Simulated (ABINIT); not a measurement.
A run of ABINIT 10.8.3 (patched build):

The input run.abi:

```
pp_dirpath "./"
pseudos "Nb.GGA_PBE-JTH.xml, Cu.GGA_PBE-JTH.xml"

acell 6.8474455381 6.8474455381 6.8474455381
rprim
     0.0000000000     0.7071067812     0.7071067812
     0.7071067812     0.0000000000     0.7071067812
     0.7071067812     0.7071067812     0.0000000000
ntypat 2
znucl 41 29
natom 2
typat 1 2
xred
    -0.0043120000    -0.0053600000     0.0038480000
     0.4939340000     0.4882300000     0.5027310000
chkprim 0
chksymtnons 0
tolsym 1.0e-6

ecut 707.496042 eV
pawecutdg 48.0
pawxcdev 0

kptopt 1
ngkpt 9 9 9
nshiftk 1
shiftk 0.0 0.0 0.0

ixc 11

nband 20
occopt 3
tsmear 0.00183747

nstep 100
tolvrs 1.0e-9

iomode 3
prtwf 0
prtden 0
prteig 0
prtebands 0
enunit 1
```

Potentials or basis: JTH PAW PBE v2.0.

The run is started by

```sh
$ abinit run.abi > log 2>&1
```

Hardware: 1 thread of Intel(R) Xeon(R) 6975P-C (Granite Rapids), with other jobs on the host.

Estimate the wall time of this run.

It took 4.5 min on 1 thread of Intel(R) Xeon(R) 6975P-C (Granite Rapids) (shared host), peak memory 0.41 GiB. Counts: scf iterations 16, mpi ranks 1, k points 365, bands 20, plane waves 1453.
